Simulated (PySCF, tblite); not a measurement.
# C4H11P3: geometry, infrared bands and NMR shifts

Wanted: the infrared bands and NMR shifts of C4H11P3 (`CC(C)(C)p1[pH][pH]1`), by calculation.

Programs: tblite 0.8.0 and PySCF 2.14.0, with density-fitted response routines of our own. Each step states its level of theory. These are calculated values for one molecule in the gas phase, unless marked as measured. Atoms count from 0, in the outputs and in this text.

## Step 1: The molecule as given

18 atoms, charge 0, multiplicity 1; geometry from: force field or distance geometry start.

Bonds of the start (Å): C0–C1 1.55, C1–C2 1.54, C1–C3 1.53, C1–P4 1.89, P4–P5 2.27, P5–P6 2.28, P6–P4 2.28, C0–H7 1.10, C0–H8 1.10, C0–H9 1.09, C2–H10 1.11, C2–H11 1.10, C2–H12 1.09, C3–H13 1.09, C3–H14 1.09, C3–H15 1.09, P5–H16 1.42, P6–H17 1.42.

## Step 2: Optimising the geometry with GFN2-xTB

What the job is given:

```
{"job": {"kind": "relax", "xc": "GFN2-xTB", "basis": "xTB"}, "charge": 0, "multiplicity": 1}
C     -1.164200    -1.008200     0.711500
C     -0.387800     0.155500     0.052600
C     -1.355100     1.341300    -0.085600
C      0.036100    -0.253100    -1.363400
P      0.952300     0.746300     1.251800
P      2.834200     0.691300    -0.021600
P      2.322700    -1.070800     1.325400
H     -1.522900    -0.740200     1.720700
H     -2.049700    -1.265000     0.113800
H     -0.578400    -1.919000     0.803900
H     -2.217400     1.075800    -0.730000
H     -1.779500     1.660300     0.878700
H     -0.879400     2.215600    -0.534700
H      0.531000     0.557700    -1.895600
H      0.698800    -1.119700    -1.365200
H     -0.843600    -0.539700    -1.938800
H      3.692900     1.375400     0.886800
H      1.701400    -1.897200     0.358200
```

The run is started by

```bash
$ OMP_NUM_THREADS=1 python probes_run.py task.json out
```

The driver reads the jobs from task.json and runs them one after another.

**Question.** This job is followed by: GFN2-xTB harmonic vibrations, gas phase; GIAO PBE0/pcSseg-1 NMR shielding, non-relativistic, gas phase. Predict these results of the whole session: strongest single infrared mode (GFN2-xTB); zero-point energy (GFN2-xTB); ¹³C shifts against TMS (PBE0/pcSseg-1, means over atoms taken as alike); ¹H shifts against TMS (PBE0/pcSseg-1, means over atoms taken as alike); ³¹P shifts against H3PO4 (PBE0/pcSseg-1, means over atoms taken as alike); surface potential, 1st and 99th percentile.

The runs gave:

```
                                                                 quantity                  value
                                strongest single infrared mode (GFN2-xTB)  2230 cm⁻¹, 143 km/mol
                                             zero-point energy (GFN2-xTB)          88.2 kcal/mol
  ¹³C shifts against TMS (PBE0/pcSseg-1, means over atoms taken as alike)         31.0, 30.7 ppm
   ¹H shifts against TMS (PBE0/pcSseg-1, means over atoms taken as alike)        1.00, -0.05 ppm
³¹P shifts against H3PO4 (PBE0/pcSseg-1, means over atoms taken as alike)     -188.5, -303.5 ppm
                                    surface potential, 1st and 99th percentile     -0.83 V and 0.78 V
```

**Reading.** Relaxing lowered the energy by 0.291 eV in 37 steps; the close pair that moved most is P5–P6, from 2.276 to 2.172 Å. No mode is imaginary among the 48: a minimum at this level. The strongest single mode, at 2230 cm⁻¹, moves mainly H16 and H17. GFN2-xTB is a fitted tight-binding method: band positions and strengths are rough. Its intensities can rank the bands wrongly. At PBE0/pcSseg-1: The widest tensor belongs to P4: span 681 ppm, with a paramagnetic part of -459 ppm. At PBE0/pcSseg-1, counted by nearest atom on the grid, the HOMO lies on P4 46 %; P5, P6 about 16 % each, the LUMO on P4, P5, P6 about 27 % each.
